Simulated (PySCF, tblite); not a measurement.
# C₆H₇N₂ radical: geometry, infrared bands and EPR parameters

Aim: predict the infrared bands and EPR parameters of C₆H₇N₂ radical (`[H]/N=C(\N=C)C([CH2])=C=C`).

Programs: tblite 0.8.0 and PySCF 2.14.0, with density-fitted response routines of our own. Each step states its level of theory. These are calculated values for one molecule in the gas phase, unless marked as measured. Atoms are numbered from 0 throughout.

## Step 1: Starting geometry

15 atoms, charge 0, multiplicity 2; geometry from: force field or distance geometry start.

Bonds of the start (Å): C0–C1 1.46, C1–C2 1.30, C2–C3 1.32, C1–C4 1.44, C4–N5 1.29, C4–N6 1.43, N6–C7 1.30, C0–H8 1.11, C0–H9 1.11, C3–H10 1.06, C3–H11 1.07, N5–H12 1.06, C7–H13 1.08, C7–H14 1.08.

## Step 2: Geometry optimisation with GFN2-xTB

Job settings and geometry (Å):

```
{"job": {"kind": "relax", "xc": "GFN2-xTB", "basis": "xTB"}, "charge": 0, "multiplicity": 2}
C     -1.448700    -1.695600    -0.414800
C     -0.835800    -0.379900    -0.234800
C     -1.593400     0.656400    -0.423800
C     -2.375800     1.700000    -0.631600
C      0.520200    -0.110700     0.160800
N      0.846700    -0.275600     1.398000
N      1.448900     0.334800    -0.837000
C      2.722300     0.158400    -0.678700
H     -1.191800    -2.384300     0.413900
H     -1.188100    -2.200000    -1.364400
H     -2.396600     2.071200    -1.623900
H     -2.908600     2.047600     0.223200
H      1.835400    -0.082900     1.740800
H      3.413800     0.493200    -1.444200
H      3.147300    -0.324600     0.188900
```

Started as:

```console
$ OMP_NUM_THREADS=1 python probes_run.py task.json out
```

The driver reads the jobs from task.json and runs them one after another.

Standard output:

```text
step      E/eV     max force
  0    -599.00275    4.480
  1    -599.28119    4.377
  2    -599.42492    2.589
  3    -599.50150    1.189
  4    -599.58457    0.822
  5    -599.68760    0.691
  6    -599.70868    0.505
  7    -599.73017    0.522
  8    -599.75033    0.593
  9    -599.78106    0.454
 10    -599.82508    0.604
 11    -599.88811    0.900
 12    -599.96122    1.149
 13    -600.01914    1.444
 14    -600.11370    1.321
 15    -600.17885    0.758
 16    -600.26790    1.011
 17    -600.37147    1.027
 18    -600.41226    0.551
 19    -600.44000    0.414
 20    -600.47391    0.651
 21    -600.49577    0.515
 22    -600.51298    0.427
 23    -600.52253    0.384
 24    -600.53110    0.441
 25    -600.54210    0.415
 26    -600.55095    0.326
 27    -600.55790    0.271
 28    -600.56464    0.283
 29    -600.57068    0.266
 30    -600.57636    0.203
 31    -600.58059    0.188
 32    -600.58333    0.160
 33    -600.58568    0.139
 34    -600.58885    0.176
 35    -600.59262    0.154
 36    -600.59556    0.123
 37    -600.59754    0.113
 38    -600.59958    0.123
 39    -600.60212    0.154
 40    -600.60511    0.142
 41    -600.60735    0.106
 42    -600.60860    0.086
 43    -600.60934    0.075
 44    -600.61016    0.074
 45    -600.61107    0.078
 46    -600.61185    0.092
 47    -600.61258    0.083
 48    -600.61335    0.073
 49    -600.61427    0.089
 50    -600.61546    0.103
 51    -600.61718    0.136
 52    -600.61966    0.160
 53    -600.62260    0.179
 54    -600.62503    0.195
 55    -600.62645    0.169
 56    -600.62842    0.097
 57    -600.63023    0.085
 58    -600.63208    0.105
 59    -600.63316    0.066
 60    -600.63355    0.062
 61    -600.63384    0.065
 62    -600.63419    0.067
 63    -600.63463    0.066
 64    -600.63500    0.046
 65    -600.63529    0.046
 66    -600.63561    0.049
 67    -600.63610    0.070
 68    -600.63673    0.074
 69    -600.63725    0.054
 70    -600.63749    0.118
 71    -600.63781    0.040
 72    -600.63806    0.036
 73    -600.63836    0.035
 74    -600.63851    0.040
 75    -600.63863    0.031
 76    -600.63873    0.031
 77    -600.63885    0.041
 78    -600.63897    0.039
 79    -600.63909    0.035
 80    -600.63921    0.026
 81    -600.63936    0.038
 82    -600.63955    0.063
 83    -600.63985    0.079
 84    -600.64030    0.090
 85    -600.64087    0.079
 86    -600.64144    0.056
 87    -600.64192    0.053
 88    -600.64236    0.055
 89    -600.64300    0.080
 90    -600.64409    0.116
 91    -600.64560    0.137
 92    -600.64714    0.118
 93    -600.64840    0.088
 94    -600.64949    0.074
 95    -600.65067    0.103
 96    -600.65148    0.240
 97    -600.65300    0.120
 98    -600.65388    0.131
 99    -600.65521    0.093
100    -600.65666    0.103
101    -600.65923    0.123
102    -600.66231    0.123
103    -600.66525    0.329
104    -600.65286    0.662
105    -600.66876    0.212
106    -600.67051    0.193
107    -600.67520    0.250
108    -600.67867    0.275
109    -600.68300    0.182
110    -600.68640    0.219
111    -600.68720    0.128
112    -600.68790    0.110
113    -600.68818    0.181
114    -600.68918    0.083
115    -600.68995    0.077
116    -600.69095    0.085
117    -600.69191    0.090
118    -600.69250    0.096
119    -600.69334    0.069
120    -600.69466    0.129
121    -600.69606    0.108
122    -600.69760    0.118
123    -600.69974    0.112
124    -600.70235    0.098
125    -600.70433    0.250
126    -600.70565    0.170
127    -600.70741    0.118
128    -600.70882    0.077
129    -600.71029    0.062
130    -600.71097    0.071
131    -600.71131    0.059
132    -600.71155    0.049
133    -600.71179    0.038
134    -600.71204    0.039
135    -600.71227    0.039
136    -600.71254    0.039
137    -600.71291    0.049
138    -600.71339    0.064
139    -600.71404    0.128
140    -600.71471    0.123
141    -600.71560    0.115
142    -600.71639    0.100
143    -600.71710    0.053
144    -600.71739    0.052
145    -600.71759    0.035
146    -600.71770    0.039
147    -600.71778    0.043
148    -600.71789    0.057
149    -600.71804    0.063
150    -600.71823    0.073
151    -600.71843    0.059
152    -600.71866    0.054
153    -600.71897    0.046
154    -600.71925    0.033
155    -600.71950    0.027
156    -600.71962    0.044
157    -600.71974    0.034
158    -600.71981    0.030
159    -600.71985    0.022
160    -600.71987    0.025
161    -600.71989    0.022
162    -600.71991    0.013
163    -600.71994    0.014
164    -600.71997    0.015
165    -600.71999    0.016
166    -600.72001    0.023
167    -600.72004    0.019
168    -600.72007    0.018
169    -600.72010    0.020
170    -600.72017    0.026
171    -600.72027    0.029
172    -600.72039    0.041
173    -600.72055    0.037
174    -600.72066    0.046
175    -600.72076    0.021
176    -600.72082    0.049
177    -600.72089    0.038
178    -600.72093    0.021
179    -600.72095    0.024
180    -600.72098    0.022
181    -600.72101    0.009
```

Run time: 0.9 s. Hardware: 1 thread of Arm Neoverse V2, shared host.

The steps of the relaxation: (not every step is listed)

| step | energy from step 0 (eV) | largest force (eV/Å) |
| --- | --- | --- |
| 0 | 0.0000 | 4.4801 |
| 1 | -0.2784 | 4.3766 |
| 2 | -0.4222 | 2.5889 |
| 3 | -0.4987 | 1.1894 |
| 4 | -0.5818 | 0.8223 |
| 5 | -0.6848 | 0.6906 |
| 6 | -0.7059 | 0.5046 |
| 7 | -0.7274 | 0.5219 |
| 8 | -0.7476 | 0.5926 |
| 24 | -1.5284 | 0.4414 |
| 40 | -1.6024 | 0.1416 |
| 56 | -1.6257 | 0.0968 |
| 72 | -1.6353 | 0.0362 |
| 88 | -1.6396 | 0.0551 |
| 104 | -1.6501 | 0.6621 |
| 120 | -1.6919 | 0.1288 |
| 136 | -1.7098 | 0.0389 |
| 152 | -1.7159 | 0.0540 |
| 168 | -1.7173 | 0.0181 |
| 176 | -1.7181 | 0.0486 |
| 177 | -1.7181 | 0.0375 |
| 178 | -1.7182 | 0.0210 |
| 179 | -1.7182 | 0.0238 |
| 180 | -1.7182 | 0.0224 |
| 181 | -1.7183 | 0.0088 |

Distances of close pairs at the start and the end, largest changes first:

| bond | before (Å) | after (Å) | change (Å) |
| --- | --- | --- | --- |
| C0–C1 | 1.463 | 1.381 | -0.082 |
| C4–N6 | 1.434 | 1.371 | -0.063 |
| C1–C2 | 1.298 | 1.352 | +0.054 |
| C1–C4 | 1.438 | 1.490 | +0.052 |
| N5–H12 | 1.064 | 1.017 | -0.047 |
| N6–C7 | 1.295 | 1.248 | -0.047 |
| C0–H8 | 1.108 | 1.072 | -0.035 |
| C2–C3 | 1.321 | 1.287 | -0.034 |

The next job starts from the end point, and lists it.

## Step 3: Harmonic vibrations with GFN2-xTB

Job settings and geometry (Å):

```
{"job": {"kind": "ir", "xc": "GFN2-xTB", "basis": "xTB"}, "charge": 0, "multiplicity": 2}
C     -1.500508    -1.684214     0.351276
C     -0.741358    -0.579531     0.020882
C     -1.188244     0.449503    -0.733396
C     -1.596841     1.436223    -1.451603
C      0.666423    -0.513197     0.505176
N      1.142341    -1.478643     1.171426
N      1.300391     0.686268     0.306079
C      2.081782     1.046169    -0.598232
H     -1.061518    -2.455261     0.953497
H     -2.516797    -1.778081     0.016175
H     -1.500058     1.453773    -2.530554
H     -2.072714     2.308742    -1.021271
H      2.103158    -1.348319     1.477732
H      2.521053     2.033666    -0.537001
H      2.358476     0.430893    -1.457752
```

Standard output:

```text
mode    cm-1     km/mol
  1      14.9      2.17
  2      64.4      3.31
  3     127.7      1.40
  4     166.4      3.73
  5     220.8      8.10
  6     251.3      0.55
  7     328.9      7.99
  8     372.4      5.89
  9     429.2      4.01
 10     437.4      8.28
 11     511.9      0.62
 12     513.3      0.12
 13     674.0      1.92
 14     699.0      8.36
 15     728.9     25.29
 16     776.9     25.58
 17     834.0     88.46
 18     854.2     36.79
 19     920.3      8.73
 20     928.7      5.92
 21     974.3      7.64
 22    1038.0     46.12
 23    1136.0     21.69
 24    1200.7     36.83
 25    1267.4     79.95
 26    1322.4     22.23
 27    1384.9      2.96
 28    1432.8      0.03
 29    1435.7      6.31
 30    1663.5    221.36
 31    1774.9     34.68
 32    1955.5     95.18
 33    2908.0     77.19
 34    2988.1     13.02
 35    3006.8     23.95
 36    3038.6     21.58
 37    3128.0     15.20
 38    3184.1      7.63
 39    3355.0     25.45
```

It took 0.37 s on 1 thread of Arm Neoverse V2, shared host.

Which atoms move in the most intense modes:

| cm⁻¹ | km/mol | atoms |
| --- | --- | --- |
| 834 | 88.5 | H12 80 %, N5 12 % |
| 854 | 36.8 | H10 38 %, H11 38 %, C3 21 % |
| 1038 | 46.1 | C4 34 %, H12 24 % |
| 1201 | 36.8 | C1 39 %, H12 22 %, H9 11 % |
| 1267 | 80.0 | C4 26 %, C1 22 %, H12 22 % |
| 1664 | 221.4 | C4 61 %, N5 36 % |
| 1956 | 95.2 | C2 66 %, C3 26 % |
| 2908 | 77.2 | H14 93 % |

## Step 4: EPR parameters: B3LYP/pcH-1

The job, as its differences from that of step 3:

```diff
@@ -1,2 +1,2 @@
-{"job": {"kind": "ir", "xc": "GFN2-xTB", "basis": "xTB"}, "charge": 0, "multiplicity": 2}
+{"job": {"kind": "epr", "basis": "pcH-1"}, "charge": 0, "multiplicity": 2}
 C     -1.500508    -1.684214     0.351276
```

With the program's defaults for keys left out, this is: UKS B3LYP, pcH-1 on C H N, non-relativistic, mean-field spin-orbit, GIAO.

Standard output:

```text
UKS, coarse grid
  cycle   1  E = -342.14798490  |g| = 4.13e-01
  cycle   2  E = -341.98509253  |g| = 7.27e-01
  cycle   3  E = -342.22072332  |g| = 1.48e-01
  cycle   4  E = -342.23090715  |g| = 5.57e-02
  cycle   5  E = -342.23192324  |g| = 3.38e-02
  cycle   6  E = -342.23245569  |g| = 6.35e-03
  cycle   7  E = -342.23249657  |g| = 4.53e-03
  cycle   8  E = -342.23251497  |g| = 1.79e-03
  cycle   9  E = -342.23251887  |g| = 9.37e-04
UKS, final grid
  cycle   1  E = -342.23252894  |g| = 1.36e-03
  cycle   2  E = -342.23252730  |g| = 2.34e-03
  cycle   3  E = -342.23253017  |g| = 2.68e-04
  cycle   4  E = -342.23253023  |g| = 1.79e-04
  cycle   5  E = -342.23253031  |g| = 1.65e-04
  cycle   6  E = -342.23253033  |g| = 2.52e-05
  cycle   7  E = -342.23253033  |g| = 7.65e-06
E = -342.23253033 Eh   <S^2> = 0.7797 (exact 0.7500)
g shifts (ppm)      1          2          3
  rmc          -137       -137       -137
  gc             34          4         33
  oz_so        -102        -12        508
  total        -205       -145        404
hyperfine (MHz)  atom isotope    a_iso     a_fc   dipolar eigenvalues
    0   13C      63.16      63.16    -58.17    -56.62    114.79
    1   13C     -51.23     -51.23    -26.95     10.53     16.42
    2   13C      49.23      49.23    -50.40    -37.84     88.24
    3   13C     -38.29     -38.29     -9.31      2.19      7.12
    4   13C      10.52      10.52     -2.41     -0.54      2.95
    5   14N      -1.61      -1.61     -3.89      1.77      2.13
    6   14N       0.84       0.84     -0.37     -0.14      0.51
    7   13C       3.35       3.35     -0.43     -0.20      0.63
    8    1H     -47.39     -47.39    -28.47     -0.34     28.81
    9    1H     -45.44     -45.44    -25.18     -1.65     26.83
   10    1H     105.63     105.63     -3.00     -2.26      5.26
   11    1H     106.18     106.18     -3.02     -2.23      5.26
   12    1H       3.15       3.15     -1.01     -0.73      1.74
   13    1H      -0.22      -0.22     -0.73     -0.67      1.40
   14    1H       0.17       0.17     -0.98     -0.94      1.93
```

Run time: 78 s. Hardware: 1 thread of Arm Neoverse V2, shared host; peak memory 1.1 GiB.

Principal g values 2.00211, 2.00217, 2.00272; g(iso) = 2.00234, against 2.00232 for a free electron.

Hyperfine couplings; where a row names several nuclei, a(iso) is their mean (it holds for fast rotation or exchange) and the dipolar term the largest among them:

| nuclei | isotope | a(iso) (MHz) | a(iso) (G, at g = 2.0023) | largest dipolar term (MHz) |
| --- | --- | --- | --- | --- |
| H10, H11 | 1H | 105.9 | 37.8 | 5.3 |
| C0 | 13C | 63.2 | 22.5 | 114.8 |
| C1 | 13C | -51.2 | -18.3 | -26.9 |
| C2 | 13C | 49.2 | 17.6 | 88.2 |
| H8, H9 | 1H | -46.4 | -16.6 | 28.8 |
| C3 | 13C | -38.3 | -13.7 | -9.3 |
| C4 | 13C | 10.5 | 3.8 | 2.9 |
| C7 | 13C | 3.4 | 1.2 | 0.6 |
| H12 | 1H | 3.2 | 1.1 | 1.7 |
| N5 | 14N | -1.6 | -0.6 | -3.9 |
| N6 | 14N | 0.8 | 0.3 | 0.5 |
| H13 | 1H | -0.2 | -0.1 | 1.4 |
| H14 | 1H | 0.2 | 0.1 | 1.9 |

Mulliken spin populations:

C0 0.77; C1 -0.24; C2 0.56; C3 -0.11; C4 0.03; N5 -0.04; N6 0.00; C7 0.00; H8 -0.03; H9 -0.03; H10 0.05; H11 0.05; H12 0.00; H13 0.00; H14 0.00

In first order the couplings over 0.8 MHz of 1H, 14N give 162 distinct lines over 111.6 G, if the averaged nuclei exchange fast.

The fields below are evaluated on a grid from the run's orbitals.

ELF in a plane through or near 10 of the atoms.

Ten even steps from ' ' (0.00) to '@' (1.00):
```
                                                        
                                                        
                  ::--::      ::::                      
                ::%%@@%%..  ::##**--..                  
                ++@@@@@@==  ++@@%%**++****--            
        ::++**++++@@@@@@==..**@@**##%%@@@@##--          
      ..%%@@@@@@##==::++..  ::##++**##%%##--            
      ..%%@@@@@@%%==**%%++****--##++::                  
        ==%%@@%%==++##::..@@%%::====::                  
                  ::****++++++==##**++**++==--..        
              ::++**==--##--  ..++####++++==--..        
          --++##%%%%**--**++..  **##--%%--##++::        
          --++**##%%%%%%%%**..  ==**++++@@@@%%++        
          ::--++**::====**++::    --==##@@@@@@**..      
            ..::++######++--::      ..--##%%##::        
                ::==++==::..                            
                                                        
                                                        
                                                        
                                                        
```
The map spans 10.7 Å across and 10.4 Å up, centred on the molecule. Atoms in the plane (x, y in Å): C0 (-1.7, 1.6), C1 (-0.8, 0.6), C2 (-1.2, -0.7), C3 (-1.5, -2.0), C4 (0.7, 0.9), N5 (1.1, 2.1), C7 (2.2, -0.9), H8 (-1.3, 2.6), H12 (2.1, 2.2), H13 (2.8, -1.7).

On the surface of density 0.002 e/bohr³ the electrostatic potential runs, from the 1st to the 99th percentile, from -1.65 V near N5 to 1.23 V near H12.

The spin density lies nearest to C0, C2 about 32 % each; C1 10 % (beta excess); H8 8 %.

## Step 5: What came out

```
                                 quantity                      value
strongest single infrared mode (GFN2-xTB)      1664 cm⁻¹, 221 km/mol
             zero-point energy (GFN2-xTB)              68.7 kcal/mol
                           g(iso) (B3LYP)                    2.00234
                                     ⟨S²⟩         0.780 (exact 0.75)
       largest a(iso) (averaged by class)  1H on H10, H11, 105.9 MHz
    surface potential, 1st and 99th percentile         -1.65 V and 1.23 V
```

What this shows: The optimisation took 181 steps and gained 1.718 eV; among the close pairs (by a distance rule), C0–C1 changed most, from 1.463 to 1.381 Å. All 39 modes are real, so the xTB geometry is a minimum. The strongest single mode, at 1664 cm⁻¹, moves mainly C4 and N5. Unscaled tight-binding wavenumbers are off by several per cent, some by more. Its intensities can rank the bands wrongly. The largest spin populations lie on C0 (0.77 e), C2 (0.56 e). The isotropic g lies 0.0 ppt above the free-electron value.
